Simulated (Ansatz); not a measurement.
# GdOF: the cost of one run

Method: DFT LDA+U (U_eff = 5 eV on Gd f, around-mean-field double counting), plane waves, PAW, no spin–orbit coupling unless a run says so, in Ansatz 0.2.0.

### Step 1. The starting structure

It takes space group R-3m (No. 166, trigonal). The conventional cell has a = 3.861 Å, b = 3.861 Å, c = 19.259 Å, α = 90.00°, β = 90.00°, γ = 120.00°. Around F (site symmetry 3m) lie 4 Gd at 2.47 Å. Gd (site symmetry 3m) has 4 O at 2.30 to 2.31 Å and 4 F at 2.47 Å as nearest neighbours. O (site symmetry 3m) has 4 Gd at 2.30 to 2.31 Å as nearest neighbours.

As a file:

```
F Gd O
1.0
     1.93037    1.11450    6.41973
    -1.93037    1.11450    6.41973
     0.00000   -2.22900    6.41973
F Gd O
2 2 2
Direct
  0.36995 0.36995 0.36995
  0.63005 0.63005 0.63005
  0.24153 0.24153 0.24153
  0.75847 0.75847 0.75847
  0.12183 0.12183 0.12183
  0.87817 0.87817 0.87817
```

Magnetic order typed: opposed in the cell.

### Step 2. From atoms, symmetry kept, no search

Contents of input.yaml:

```yaml
crystal:
  lattice:
    - [1.93037046, 1.1144999, 6.41973359]
    - [-1.93037046, 1.1144999, 6.41973359]
    - [0.0, -2.22899981, 6.41973359]
  atoms:
    - { symbol: F, position: [0.36995057, 0.36995057, 0.36995057] }
    - { symbol: F, position: [0.63004943, 0.63004943, 0.63004943] }
    - { symbol: Gd, position: [0.24153413, 0.24153413, 0.24153413], spin: 7.0 }
    - { symbol: Gd, position: [0.75846587, 0.75846587, 0.75846587], spin: -7.0 }
    - { symbol: O, position: [0.12183246, 0.12183246, 0.12183246] }
    - { symbol: O, position: [0.87816754, 0.87816754, 0.87816754] }
basis:
  ecutwfc: 420
  ecutrho_ratio: 4
kpoints:
  mp_grid: { grid: [6, 6, 6] }
hamiltonian:
  xc: lda
  hubbard:
    sites: [{ site: 2, l: f, u_eff: 5.0 }, { site: 3, l: f, u_eff: 5.0 }]
    double_counting: amf
scf:
  occupations: { method: gaussian, width: 0.05 }
  lower_state_search: "off"
  max_iter: 150
output:
  forces: true
  stress: true
  eigenvalues: true
  populations: true
  hubbard: { sites: [{ site: 2, l: f }, { site: 3, l: f }] }
magnetization:
  spin_polarized: true
```

Run with:

```sh
> ansatz run input.yaml --threads 4 --pin off --max-ram 6144MiB --backend cpu --events-out ev --progress --plain --runs-dir out
```

**Question.** How long does this run take on 4 threads of Intel Xeon Platinum 8375C at 2.90GHz (Ice Lake), shared host, and how much memory does it need?

About 15 s, with a peak of 0.6 GiB.
